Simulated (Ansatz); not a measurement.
# FGaHO: the cost of one run

The runs use Ansatz 0.2.0, Gaussian basis; cc-pVTZ, core rule «outside noble gas», up to 16 orbitals frozen.

Plan: UHF; CCSD(T) on RHF; CCSD(T) on UHF; BCCD(T) on RHF; CCSDT(Q) on RHF; CCSDT(Q) on UHF.

6 further runs of the same task are left out: 1 for a known fault of the program, 5 set aside as unsound or not needed. Runs told in other sessions of the task aren't counted.

### 1 The system

The geometry is a PBE0/def2-TZVP stationary point (not a proven minimum) of the parent state, kept for this charge and spin. No spin-orbit coupling is included. The filled d shell of Ga may be among the frozen orbitals whatever the setting's name suggests.

4 atoms, charge 1, spin multiplicity 1.

Atoms are counted from 1 here; the program's logs count them from 0.

Bond lengths: F1–Ga2 1.760 Å, Ga2–O3 1.795 Å, O3–H4 0.961 Å. Angles: F1–Ga2–O3 114.8°, Ga2–O3–H4 113.8°.

### 2 UHF

The input, in.yaml:

```yaml
crystal:
  periodic: [false, false, false]
  atoms:
    - {symbol: F, position_ang: [0.000000, -0.613878, 1.472476]}
    - {symbol: Ga, position_ang: [0.000000, 0.320760, -0.018355]}
    - {symbol: O, position_ang: [0.000000, -0.660347, -1.521903]}
    - {symbol: H, position_ang: [0.000000, -0.135382, -2.326935]}
basis:
  gaussian: {orbitals: cc-pVTZ}
total_charge: 1
magnetization: {spin_polarized: true, initial_magnetization: 0}
hamiltonian: {xc: hf}
output: {orbitals: {seedname: orbitals}}
```

On the command line:

```
ansatz run in.yaml --threads 1 --pin off --events-out ev --progress --plain --max-ram 4096MiB --backend cpu
```

Q: Estimate wall time and peak memory on 1 thread of AMD EPYC 7R13, shared host.

About 16 s, with a peak of 0.39 GiB.
